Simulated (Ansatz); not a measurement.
# AsGeH2: the cost of one run

Program: Ansatz 0.2.0, Gaussian basis. Level of theory: cc-pVTZ, core rule «outside noble gas», up to 28 orbitals frozen. These are calculated values, not measurements.

To be run: UHF; CCSD(T) on ROHF; CCSD(T) on UHF; BCCD(T) on ROHF; CCSDT(Q) on ROHF; CCSDT(Q) on UHF; CASSCF and MRCISD+Q, 10 electrons in 10 orbitals; CASSCF and NEVPT2, 10 electrons in 10 orbitals.

3 further runs of the same task are left out: 3 set aside as unsound or not needed.

### Step 1. The geometry

The geometry is a PBE0/def2-TZVP stationary point (not a proven minimum) of the parent state, kept for this charge and spin. No spin-orbit coupling is included. The filled d shell of Ge, As may be among the frozen orbitals whatever the setting's name suggests; the logs give the count.

4 atoms, charge 1, spin multiplicity 5.

Atoms are counted from 1 here; the program's logs count them from 0.

Bond lengths: Ge1–As2 2.536 Å, As2–H3 1.528 Å, As2–H4 1.528 Å. Angles: Ge1–As2–H3 101.5°, Ge1–As2–H4 101.5°, H3–As2–H4 91.4°.

### Step 2. UHF

Input file in.yaml:

```yaml
crystal:
  periodic: [false, false, false]
  atoms:
    - {symbol: Ge, position_ang: [0.023811, 0.000000, 1.308474]}
    - {symbol: As, position_ang: [-0.049053, 0.000000, -1.226664]}
    - {symbol: H, position_ang: [0.965114, 1.093504, -1.559579]}
    - {symbol: H, position_ang: [0.965111, -1.093507, -1.559579]}
basis:
  gaussian: {orbitals: cc-pVTZ}
total_charge: 1
magnetization: {spin_polarized: true, initial_magnetization: 4}
hamiltonian: {xc: hf}
output: {orbitals: {seedname: orbitals}}
```

The run is started by

```bash
$ ansatz run in.yaml --threads 1 --pin off --events-out ev --progress --plain --max-ram 4096MiB --backend cpu
```

Q: Estimate wall time and peak memory on 1 thread of AMD EPYC 7R13, shared host.

About 6 s, with a peak of 0.26 GiB.
